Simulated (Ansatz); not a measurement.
**C₂H₈OSSi: small, medium and large basis sets**

The task here is to estimate one member of a computed series from the others.

Computed with Ansatz 0.2.0, Gaussian basis. Level: one geometry, several basis sets.

Levels to be run: PBE0-D4/def2-SVP; ωB97M-V/def2-SVP; PBE0-D4/def2-QZVPP; ωB97M-V/def2-QZVPP; CCSD(T)/cc-pV(D+d)Z; CCSD(T)/cc-pV(T+d)Z; MP2/cc-pV(Q+d)Z; the functionals' def2-TZVPP values are taken from earlier runs.

## The geometry

All runs share one geometry, relaxed beforehand with PBE0-D4 in a triple-zeta def2 set.

13 atoms, charge 0, spin multiplicity 1.

Atoms are counted from 1 here; the program's logs count them from 0.

Bond lengths: C1–O2 1.411 Å, C1–H6 1.095 Å, C1–H7 1.096 Å, C1–H8 1.091 Å, O2–Si3 1.640 Å, Si3–S4 2.121 Å, Si3–H9 1.481 Å, Si3–H10 1.487 Å, S4–C5 1.818 Å, C5–H11 1.089 Å, C5–H12 1.090 Å, C5–H13 1.089 Å. Angles: O2–C1–H6 111.4°, O2–C1–H7 111.3°, O2–C1–H8 108.1°, H6–C1–H7 108.5°, H6–C1–H8 108.9°, H7–C1–H8 108.6°, C1–O2–Si3 123.0°, O2–Si3–S4 113.3°, O2–Si3–H9 104.2°, O2–Si3–H10 111.6°, S4–Si3–H9 111.0°, S4–Si3–H10 104.2°, H9–Si3–H10 112.7°, Si3–S4–C5 99.4°, S4–C5–H11 106.9°, S4–C5–H12 110.8°, S4–C5–H13 111.1°, H11–C5–H12 109.0° and more.

The first run:

Input file in.yaml:

```yaml
crystal:
  periodic: [false, false, false]
  atoms:
    - {symbol: C, position_ang: [-1.458353, 0.763288, 1.352323]}
    - {symbol: O, position_ang: [-0.544066, 1.242139, 0.390507]}
    - {symbol: Si, position_ang: [1.019759, 0.752975, 0.322092]}
    - {symbol: S, position_ang: [1.233627, -1.331128, -0.005787]}
    - {symbol: C, position_ang: [0.502588, -1.445439, -1.666706]}
    - {symbol: H, position_ang: [-1.550720, -0.326977, 1.306581]}
    - {symbol: H, position_ang: [-1.152305, 1.044275, 2.366343]}
    - {symbol: H, position_ang: [-2.432348, 1.209717, 1.146496]}
    - {symbol: H, position_ang: [1.594771, 1.527685, -0.801510]}
    - {symbol: H, position_ang: [1.726423, 0.994330, 1.607778]}
    - {symbol: H, position_ang: [0.556310, -2.491527, -1.965809]}
    - {symbol: H, position_ang: [1.064961, -0.842865, -2.379678]}
    - {symbol: H, position_ang: [-0.540147, -1.131174, -1.657830]}
basis:
  gaussian: {orbitals: def2-SVP}
hamiltonian: {xc: pbe0, dispersion: d4}
output: {orbitals: {seedname: orbitals}}
```

On the command line:

```bash
> ansatz run in.yaml --threads 2 --pin off --events-out ev --progress --plain --max-ram 32768MiB --backend cpu
```

Steps of the session up to this table: PBE0-D4 in def2-SVP; ωB97M-V in def2-SVP; PBE0-D4 in def2-QZVPP; ωB97M-V in def2-QZVPP.

One table of the session follows, with a row left open; its other results are not shown here.

It belongs to the step «Functionals by basis». 

```
functional       basis  HOMO (eV)  LUMO (eV)
   PBE0-D4    def2-SVP          ?          ?
   PBE0-D4  def2-TZVPP      -7.06       0.41
   PBE0-D4  def2-QZVPP      -7.09       0.17
   ωB97M-V    def2-SVP      -9.15       2.83
   ωB97M-V  def2-TZVPP      -9.26       2.16
   ωB97M-V  def2-QZVPP      -9.29       1.61
```

Estimate the missing values for PBE0-D4, def2-SVP.

As computed: HOMO (eV): -6.98; LUMO (eV): 0.91. In the column «HOMO (eV)» it is the highest.
